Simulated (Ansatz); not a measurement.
# AgClH2O: the cost of one run

Program: Ansatz 0.2.0. Level of theory: the levels named in each step. These are calculated values, not measurements.

## (1) The structure to begin with

Bond lengths: Cl2–Ag3 2.262 Å, O1–H4 0.964 Å, O1–H5 0.961 Å. Angles: H4–O1–H5 106.3°.

Structure file:

```xyz
5

O    -2.0719    0.9414   -0.5884
Cl   -0.2856   -1.6688    0.4922
Ag    0.4460    0.3996   -0.0602
H    -2.4222    0.2285   -0.0420
H    -2.3747    0.7680   -1.4833
```

## (2) A rough first relaxation, PBE-D4/def2-SVP

This run stands in another session on the same molecule. It ended at:

```xyz
5

O    -2.0990    0.9493   -0.5078
Cl   -0.5039   -1.6082    0.5250
Ag    0.3240    0.5108   -0.1439
H    -2.0849    0.0369   -0.1169
H    -2.3446    0.7799   -1.4381
```

## (3) Relaxation, r2SCAN-D4/def2-TZVPP

input.yaml reads:

```yaml
crystal:
  periodic: [false, false, false]
  atoms:
    - { symbol: O, position_ang: [-2.09898008, 0.94926189, -0.50782377] }
    - { symbol: Cl, position_ang: [-0.50390743, -1.60824097, 0.5249632] }
    - { symbol: Ag, position_ang: [0.32402403, 0.51081532, -0.14389836] }
    - { symbol: H, position_ang: [-2.0849061, 0.03691903, -0.11690432] }
    - { symbol: H, position_ang: [-2.34463041, 0.77987473, -1.43811675] }
basis:
  gaussian: { orbitals: def2-TZVPP }
hamiltonian:
  xc: r2scan
  dispersion: d4
relax:
  f_tol: 0.002
  max_steps: 150
```

The run is started by

```sh
$ ansatz run input.yaml --threads 4 --pin off --max-ram 10240MiB --backend cpu --events-out ev --progress --plain --runs-dir out
```

What time and memory should one allow on 4 threads of Intel Xeon at 2.50GHz (Skylake/Cascade Lake), shared host?

About 35 s, with a peak of 0.23 GiB.
